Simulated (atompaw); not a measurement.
# Zinc: generating and testing a PAW (atompaw) potential

Task: generate the file, and judge it by its logarithmic derivatives, its ghosts and its cutoff.

Program: atompaw 4.2.0.5. Reference atom: PBE, scalar-relativistic, spherical and spin-unpolarised. All values are calculated.

## (1) The atom and the settings

Typed settings, in words:

* element: zinc (Zn, Z = 30)
* type: PAW
* frozen core: [Ar]
* valence charge: 12
* reference configuration: 3d10 4s1.5 4p0.5
* partial waves: 4s (bound): rc 2.40 bohr; 4s channel at 2.75 Ry: rc 2.40 bohr; 4p (bound): rc 2.15 bohr; 4p channel at 4.75 Ry: rc 2.15 bohr; 3d (bound): rc 0.85 bohr; 3d channel at 0.2 Ry: rc 0.85 bohr
* local potential: troulliermartins scheme with l = 3 at 0 Ry, radius 2.00 bohr
* core correction: smooth core density matched at 1.60 bohr
* augmentation charge: sinc compensation charge, radius 2.10 bohr; PAW radius 2.40 bohr; waves and projectors: custom rrkj gramschmidtortho

The nodes and maxima of the atom's own shells, from an earlier all-electron run, set the scale for the radii.

All-electron outer shells of the reference configuration (PBE, scalar-relativistic, ld1.x):

```
shell  level (eV)  outermost node (bohr)  outermost maximum (bohr)
   3s     -130.43                   0.28                      0.59
   3p      -84.60                   0.25                      0.59
   3d      -11.31                      –                      0.57
   4s       -6.75                   0.85                      2.06
   4p       -1.66                   0.92                      2.96
```

## (2) Generating the potential

Input file Zn.input:

```
Zn 30
GGA-PBE scalarrelativistic loggrid 1500 logderivrange -3 5 201
4 4 3 0 0 0
4 0 1.5
4 1 0.5
0 0 0
c
c
c
v
c
c
v
v
2
2.40 2.10 2.00 1.60
y
2.75
n
y
4.75
n
y
0.2
n
custom rrkj gramschmidtortho sinc
3 0 troulliermartins
2.40
2.40
2.15
2.15
0.85
0.85
PWSCFOUT
UPFDX 0.0125d0 UPFXMIN -7.d0 UPFZMESH 30.d0
END
```

The run is started by

```sh
atompaw < Zn.input > Zn.log
```

Before running it: what results should come out? Wanted: cutoffs for 10 and 1 mRy, occupied levels; bound ghosts; largest phase difference near zero energy, channels read; lowest eigenvalue of the overlap; share of valence orbitals outside the PAW sphere; UPF file.

The runs gave:

| quantity | value |
| --- | --- |
| cutoffs for 10 and 1 mRy, occupied levels | 230 Ry and over 300 Ry |
| bound ghosts | none found |
| largest phase difference near zero energy, channels read | 0.001 rad |
| lowest eigenvalue of the overlap (Bessel basis) | 0.634 (s) |
| share of valence orbitals outside the PAW sphere | 4s 51 %, 4p 82 %, 3d 2 % |
| UPF file | written |

In words: The potential is very hard: the looser tolerance needs 230 Ry. The tighter tolerance needs over 300 Ry, and converged work needs a cutoff nearer that. The slowest occupied level is 3d: taken alone it needs 230 Ry to come within 1 mRy, against 6 Ry or less for 4s. It is free of bound ghosts as far as tested. Near zero energy the phases of the channels with partial waves agree within 0.001 rad. All of this concerns the isolated atom, not yet a solid.
